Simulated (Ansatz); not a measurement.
# H₆NPSSi: basis-set convergence

Aim: see how fast density functionals converge with the basis set for H₆NPSSi.

Computed with Ansatz 0.2.0, Gaussian basis. Level: one geometry, several basis sets.

Levels to be run: PBE0-D4/def2-SVP; ωB97M-V/def2-SVP; PBE0-D4/def2-QZVPP; ωB97M-V/def2-QZVPP; the functionals' def2-TZVPP values are taken from earlier runs.

## Step 1: The geometry

An earlier PBE0-D4 in a triple-zeta def2 set relaxation fixed the geometry.

10 atoms, charge 0, spin multiplicity 1.

Atoms are counted from 1 here; the program's logs count them from 0.

Bond lengths: N1–P2 1.685 Å, N1–H5 1.008 Å, N1–H6 1.010 Å, P2–S3 2.152 Å, P2–H7 1.416 Å, S3–Si4 2.132 Å, Si4–H8 1.484 Å, Si4–H9 1.485 Å, Si4–H10 1.487 Å. Angles: P2–N1–H5 114.8°, P2–N1–H6 119.9°, H5–N1–H6 111.6°, N1–P2–S3 107.9°, N1–P2–H7 96.9°, S3–P2–H7 92.4°, P2–S3–Si4 95.7°, S3–Si4–H8 111.4°, S3–Si4–H9 106.9°, S3–Si4–H10 110.6°, H8–Si4–H9 109.9°, H8–Si4–H10 108.7°, H9–Si4–H10 109.4°.

## Step 2: PBE0-D4 in def2-SVP

in.yaml reads:

```yaml
crystal:
  periodic: [false, false, false]
  atoms:
    - {symbol: N, position_ang: [-0.194347, 2.018762, -0.852069]}
    - {symbol: P, position_ang: [0.464448, 0.507272, -1.199862]}
    - {symbol: S, position_ang: [1.255625, -0.305860, 0.628416]}
    - {symbol: Si, position_ang: [-0.305183, -1.729372, 0.919662]}
    - {symbol: H, position_ang: [-1.180247, 2.011493, -0.640123]}
    - {symbol: H, position_ang: [0.308005, 2.662541, -0.258097]}
    - {symbol: H, position_ang: [1.737234, 0.967691, -1.616608]}
    - {symbol: H, position_ang: [-0.290724, -2.772998, -0.135614]}
    - {symbol: H, position_ang: [-0.078847, -2.351678, 2.248466]}
    - {symbol: H, position_ang: [-1.632763, -1.059050, 0.908629]}
basis:
  gaussian: {orbitals: def2-SVP}
hamiltonian: {xc: pbe0, dispersion: d4}
output: {orbitals: {seedname: orbitals}}
```

Further steps of the session: ωB97M-V in def2-SVP; PBE0-D4 in def2-QZVPP; ωB97M-V in def2-QZVPP.

**Question.** What will the summary of the whole plan be? Wanted: PBE0-D4: double and triple zeta above quadruple; ωB97M-V: double and triple zeta above quadruple.

**Answer**, as computed:

| quantity | value |
| --- | --- |
| PBE0-D4: double and triple zeta above quadruple | 12.87, 1.00 eV |
| ωB97M-V: double and triple zeta above quadruple | 12.90, 0.94 eV |

What this shows: PBE0-D4 gains 11.88 eV from double to triple zeta, then 1.00 eV more. These are total energies; as a rule much of such shifts cancels in differences, which this series doesn't test. The LUMO of ωB97M-V is positive and keeps falling with the basis (2.14 to 1.21 eV): an unbound level that the basis holds in place.
